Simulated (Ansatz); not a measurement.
A nudged elastic band was laid between two geometries of a periodic cell of 13 atoms, LiMg12 (host Mg, host structure hcp, interstitial Li).

Method: DFT PBE, scalar-relativistic, plane waves, PAW in Ansatz 0.2.0. Settings: cutoff 420 eV, k mesh 4x3x4, fermi-dirac smearing 0.05 eV, no spin polarisation.

| Item | Value |
| --- | --- |
| movable images | 7 |
| climbing image | yes |
| spring | 5.0 eV/Å² |
| optimiser | lbfgs |
| start path | straight line |
| force threshold | 0.05 eV/Å |
| iteration limit | 55 |
| end points | relaxed |

Image 0:

```xyz
13
Lattice="6.4200 0.0000 0.0000 -4.8150 8.3398 0.0000 0.0000 0.0000 5.2130" Properties=species:S:1:pos:R:3
Mg 0.166 -0.020 0.598
Mg 0.353 2.231 2.561
Mg -1.343 2.713 0.028
Mg -1.774 4.356 2.740
Mg -2.882 5.624 0.160
Mg -3.368 7.388 2.978
Mg 3.241 0.076 -0.117
Mg 3.304 1.702 2.447
Mg 1.921 2.911 -0.150
Mg 1.654 4.781 2.352
Mg 0.255 5.611 -0.379
Mg -0.578 6.874 2.141
Li -0.982 0.276 3.508
```

Image 8:

```xyz
13
Lattice="6.4200 0.0000 0.0000 -4.8150 8.3398 0.0000 0.0000 0.0000 5.2130" Properties=species:S:1:pos:R:3
Mg -0.364 -0.659 -0.523
Mg -0.052 2.023 3.252
Mg -1.552 2.503 0.441
Mg -1.772 4.538 2.784
Mg -3.188 5.587 0.147
Mg -3.133 7.284 2.628
Mg 3.105 -0.064 -0.120
Mg 3.088 1.815 2.749
Mg 1.901 3.036 0.121
Mg 1.495 4.751 2.731
Mg -0.182 5.226 0.099
Mg -0.056 7.497 2.202
Li 0.766 0.909 1.059
```

Problem. What changes between the two ends?

Solution. The atom that moves furthest is Li13, by 3.08 Å; four of its nearest neighbours are Mg12 2.52, Mg2 2.55, Mg1 2.59, Mg7 2.72 Å at the first end and Mg1 2.50, Mg9 2.59, Mg2 2.59, Mg6 2.68 Å at the last.

Problem. Give the energies along the band, and the barrier.

Solution. The run converged. The highest image is number 3 of 0 to 8, 0.251 eV above the first end and 0.226 eV above the last; the last end lies 0.025 eV above the first. The profile has 2 maxima (images 3, 6) with wells between them (image 4): this band takes more than one step, which may be the mechanism or a detour left from its start path. A structure lower than the last end lies on the path between it and the top, so the climb from that side starts below the end, which may itself be a saddle point or a shallow side well. By the program's own check the climbing image is a first-order saddle point (lowest curvatures found: -0.62 and 0.08 eV/Å²). Limits of this set-up: coarse k mesh, a small cell, in which the defect meets its images, a typed lattice constant that wasn't relaxed here.

```csv
image,path coordinate (Å),energy (eV),Mg4–Mg12 (Å),Mg12–Li13 (Å),Mg9–Li13 (Å)
0,0.00,0.000,2.85,2.52,4.22
1,0.57,0.031,2.82,2.50,4.07
2,1.15,0.161,2.78,2.45,4.29
3,1.72,0.251,2.76,2.43,4.58
4,2.96,0.016,2.82,2.50,4.14
5,4.20,0.026,2.89,2.60,3.17
6,5.45,0.062,3.03,2.88,2.86
7,6.69,0.060,3.16,2.86,2.87
8,7.92,0.025,3.47,3.20,2.59
```

Problem. What is the geometry of the highest image?

Solution. 
```xyz
13
Lattice="6.4200 0.0000 0.0000 -4.8150 8.3398 0.0000 0.0000 0.0000 5.2130" Properties=species:S:1:pos:R:3:forces:R:3
Mg 0.111 -0.119 0.011 0.00 0.00 0.00
Mg 0.436 2.486 2.617 0.00 0.00 0.00
Mg -1.380 2.562 0.010 0.00 0.00 0.00
Mg -1.800 4.270 2.617 0.00 0.00 0.00
Mg -2.937 5.613 0.010 0.00 0.00 0.00
Mg -3.321 7.597 2.617 0.00 0.00 0.00
Mg 3.381 -0.051 0.010 0.00 0.00 0.00
Mg 3.174 1.759 2.617 0.00 0.00 0.00
Mg 1.963 2.857 0.011 0.00 0.00 0.00
Mg 1.792 4.948 2.617 0.00 0.00 0.00
Mg 0.138 5.297 0.010 0.00 0.00 0.00
Mg -0.554 6.737 2.617 0.00 0.00 0.00
Li -1.006 0.539 2.617 0.00 0.00 0.00
```

The run took 30 min on 4 threads of Intel(R) Xeon(R) Platinum 8488C (Sapphire Rapids), on a shared host, peak memory 3 GiB.
